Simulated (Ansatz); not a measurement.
**F− with SiH₃Cl: structure and interaction energy**

One table from this session's results is given with a row withheld; the runs are named, their logs left out.

Program: Ansatz 0.2.0, Gaussian basis. Level of theory: PBE0-D4 structure, single points in def2-TZVPPD. These are calculated values, not measurements.

Levels: PBE-D4, revPBE-D4, BLYP-D4, r2SCAN-D4, B97M-V, PBE0-D4, B3LYP-D4, HSE06-D4, wB97X-V, wB97M-V, B2PLYP, Hartree-Fock, MP2, CCSD, CCSD(T). The reference is CCSD(T) extrapolated to the basis limit.

Cores are frozen in the correlated methods. B3LYP uses VWN-RPA correlation. B2PLYP carries no dispersion term here.

163 further runs of the same task are left out: 163 set aside as unsound or not needed.

**Where the work starts**

The pair, from a GFN2-xTB docking trial: 6 atoms, charge -1, spin multiplicity 1.

Atoms are counted from 1 here; the program's logs count them from 0.

Bond lengths: F1–Si2 1.698 Å, Si2–Cl3 2.390 Å, Si2–H4 1.459 Å, Si2–H5 1.462 Å, Si2–H6 1.461 Å. Angles: F1–Si2–Cl3 179.6°, F1–Si2–H4 93.5°, F1–Si2–H5 93.5°, F1–Si2–H6 93.2°, Cl3–Si2–H4 86.7°, Cl3–Si2–H5 86.7°, Cl3–Si2–H6 86.4°, H4–Si2–H5 119.3°, H4–Si2–H6 120.7°, H5–Si2–H6 119.0°.

Geometry (Å):

```xyz
6
ClFH3Si
F    -0.9668   -0.5325   -1.4926
Si   -0.0821   -0.0494   -0.1266
Cl    1.1485    0.6379    1.8035
H     0.3132   -1.4131    0.2104
H     0.8310    0.7882   -0.9021
H    -1.2438    0.5689    0.5074
```

Atoms 1 to 1 are fragment A (F−), the rest fragment B (SiH₃Cl).

The first run:

File pre/in.yaml:

```yaml
crystal:
  periodic: [false, false, false]
  atoms:
    - {symbol: F, position_ang: [-0.966800, -0.532500, -1.492600]}
    - {symbol: Si, position_ang: [-0.082100, -0.049400, -0.126600]}
    - {symbol: Cl, position_ang: [1.148500, 0.637900, 1.803500]}
    - {symbol: H, position_ang: [0.313200, -1.413100, 0.210400]}
    - {symbol: H, position_ang: [0.831000, 0.788200, -0.902100]}
    - {symbol: H, position_ang: [-1.243800, 0.568900, 0.507400]}
basis:
  gaussian: {orbitals: def2-SVPD}
total_charge: -1
hamiltonian: {xc: pbe, dispersion: d4}
relax: {f_tol: 0.03, max_steps: 250}
```

Started as:

```sh
ansatz run in.yaml --threads 2 --pin off --events-out ev --progress --plain --max-ram 5222MiB
```

Steps of the session up to this table: A first relaxation in a small basis; Relaxation at PBE0-D4; wB97X-V/def2-TZVPPD; wB97M-V/def2-TZVPPD; B2PLYP/def2-TZVPPD; B97M-V/def2-TZVPPD; CCSD(T)/def2-TZVPPD; MP2/def2-QZVPPD; Vibrations of the pair.

One of the session's tables, all rows but one given; the rest of the session is left out.

| method | interaction (kcal/mol) |
| --- | --- |
| PBE-D4 | -99.53 |
| revPBE-D4 | -97.68 |
| BLYP-D4 | -95.84 |
| r2SCAN-D4 | -107.37 |
| B97M-V | -108.22 |
| PBE0-D4 | -107.16 |
| B3LYP-D4 | -103.09 |
| HSE06-D4 | ? |
| wB97X-V | -107.89 |
| wB97M-V | -107.81 |
| B2PLYP | -103.80 |
| Hartree-Fock | -113.43 |
| MP2 | -106.22 |
| CCSD | -107.17 |
| CCSD(T) | -105.56 |
| CCSD(T)/CBS | -108.92 |

Q: Estimate the row for HSE06-D4 from the others.

The run gave: interaction (kcal/mol): -107.08. In the column «interaction (kcal/mol)» it lies between PBE0-D4 (-107.16) and MP2 (-106.22).

Among the levels timed on like hardware and quicker than the yardstick, those that no quicker one beats, quickest first: PBE-D4 (5 s, +9.39 kcal/mol); PBE0-D4 (6.9 s, +1.76 kcal/mol); r2SCAN-D4 (10 s, +1.55 kcal/mol); B97M-V (19 s, +0.71 kcal/mol).

For cost: B97M-V gets within 0.71 kcal/mol in 19 s, where CCSD(T)/CBS took 1.8 min; the quickest level in the cost chart, PBE-D4, takes 5 s and misses by 9.39 kcal/mol.

To keep in mind: A lower arrangement may exist.
